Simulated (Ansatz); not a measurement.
**CoSi (P2_13): equation of state**

Aim: the bulk modulus of CoSi (P2_13) from energies at several volumes around the relaxed one, with shape and atoms relaxed at each.

Program: Ansatz 0.2.0. Level of theory: DFT r²SCAN, scalar-relativistic, plane waves, PAW. These are calculated values, not measurements.

### 1 The system as given

Symmetry: P2_13, No. 198, cubic system. The conventional cell has a = 4.383 Å, b = 4.383 Å, c = 4.383 Å, α = 90.00°, β = 90.00°, γ = 90.00°. Co (site symmetry 3) is surrounded by 7 Si at 2.29 to 2.40 Å. Si (site symmetry 3) is surrounded by 7 Co at 2.29 to 2.40 Å.

As a file:

```cif
data_structure
_symmetry_space_group_name_H-M 'P 1'
_symmetry_Int_Tables_number 1
_cell_length_a 4.3829
_cell_length_b 4.3829
_cell_length_c 4.3829
_cell_angle_alpha 90.000
_cell_angle_beta 90.000
_cell_angle_gamma 90.000
_cell_volume 84.20
loop_
_atom_site_label
_atom_site_type_symbol
_atom_site_fract_x
_atom_site_fract_y
_atom_site_fract_z
_atom_site_occupancy
Co1 Co 0.14567 0.14567 0.14567 1
Co2 Co 0.35433 0.85433 0.64567 1
Co3 Co 0.64567 0.35433 0.85433 1
Co4 Co 0.85433 0.64567 0.35433 1
Si1 Si 0.84361 0.84361 0.84361 1
Si2 Si 0.65639 0.15639 0.34361 1
Si3 Si 0.34361 0.65639 0.15639 1
Si4 Si 0.15639 0.34361 0.65639 1
```

An earlier run at r²SCAN left this cell at 10.525 Å³/atom and 0.00 GPa (8×8×8 mesh).

Volume factors to run: 0.980, 1.020, 0.960, 1.040.

### 2 Scaling the volume by 0.980

File input.yaml:

```yaml
crystal:
  lattice:
    - [4.3535330836, 0.0, 0.0]
    - [0.0, 4.3535330836, 0.0]
    - [0.0, 0.0, 4.3535330836]
  atoms:
    - { symbol: Co, position: [0.1456680264, 0.1456680264, 0.1456680264] }
    - { symbol: Co, position: [0.3543319736, 0.8543319736, 0.6456680264] }
    - { symbol: Co, position: [0.6456680264, 0.3543319736, 0.8543319736] }
    - { symbol: Co, position: [0.8543319736, 0.6456680264, 0.3543319736] }
    - { symbol: Si, position: [0.8436088031, 0.8436088031, 0.8436088031] }
    - { symbol: Si, position: [0.6563911969, 0.1563911969, 0.3436088031] }
    - { symbol: Si, position: [0.3436088031, 0.6563911969, 0.1563911969] }
    - { symbol: Si, position: [0.1563911969, 0.3436088031, 0.6563911969] }
basis:
  ecutwfc: 500
  ecutrho_ratio: 4
kpoints:
  mp_grid: { grid: [8, 8, 8] }
hamiltonian:
  xc: r2scan
scf:
  occupations: { method: gaussian, width: 0.05 }
output:
  forces: true
  stress: true
  eigenvalues: true
relax:
  f_tol: 0.01
  max_steps: 40
```

Started as:

```console
$ ansatz run input.yaml --threads 8 --pin off --max-ram 22528MiB --backend cpu --events-out ev --progress --plain --runs-dir out
```

The runs that follow: At 1.020 of the relaxed volume; Volume × 0.960; Scaling the volume by 1.040.

Q: Predict the outcome of this session. Wanted: V0; B0; B0′; scatter of the fit.

As calculated:

```
          quantity           value
                V0  10.525 Å³/atom
                B0         245 GPa
               B0′             4.8
scatter of the fit  0.001 meV/atom
```

In words: A third-order Birch–Murnaghan fit puts the minimum at 10.52 Å³/atom with a bulk modulus of 245 GPa, a stiff solid. One per cent of compression takes about 2.5 GPa. These are values at 0 K without zero-point motion. Spin polarisation wasn't allowed in this run.
